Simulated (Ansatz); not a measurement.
# Si: the cost of one run

Method: DFT LDA, scalar-relativistic, plane waves, PAW, in Ansatz 0.2.0.

3 further runs of the same task are left out: 2 that didn't finish, 1 set aside as unsound or not needed.

### Step 1. The starting structure

Symmetry: Fd-3m, No. 227, cubic system. Conventional cell: a = 5.402 Å, b = 5.402 Å, c = 5.402 Å, α = 90.00°, β = 90.00°, γ = 90.00°. Si (site symmetry -43m) is surrounded by 4 Si at 2.34 Å.

Coordinates:

```xyz
2
Lattice="0.0000 2.7010 2.7010 2.7010 0.0000 2.7010 2.7010 2.7010 0.0000" Properties=species:S:1:pos:R:3 pbc="T T T"
Si    2.7010    2.7010    2.7010
Si    4.0515    4.0515    4.0515
```

It is the result of an earlier relaxation at this level (volume 19.70 Å³/atom; gap on the mesh: 0.44 eV).

### Step 2. The cell under 3 GPa

At a set pressure the run lowers the enthalpy E + PV, so the energy alone may rise along the way.

input.yaml

```yaml
crystal:
  lattice:
    - [0.0, 2.7009735899, 2.7009735899]
    - [2.7009735899, 0.0, 2.7009735899]
    - [2.7009735899, 2.7009735899, 0.0]
  atoms:
    - { symbol: Si, position: [0.5, 0.5, 0.5] }
    - { symbol: Si, position: [0.75, 0.75, 0.75] }
basis:
  ecutwfc: 420
kpoints:
  mp_grid: { grid: [12, 12, 12] }
hamiltonian:
  xc: lda
scf:
  occupations: { method: fixed }
output:
  forces: true
  stress: true
  eigenvalues: true
relax:
  adjacent_minimum: "off"
  f_tol: 0.001
  max_steps: 60
  cell: { stress_tol: 0.02, p_target: 3.0 }
```

Started as:

```
$ ansatz run input.yaml --threads 1 --pin off --max-ram 3072MiB --backend cpu --events-out ev --progress --plain --runs-dir out
```

**Question.** How long does this run take on 1 thread of Intel Xeon Platinum 8375C at 2.90GHz (Ice Lake), shared host, and how much memory does it need?

About 6.3 s, with a peak of 0.36 GiB.
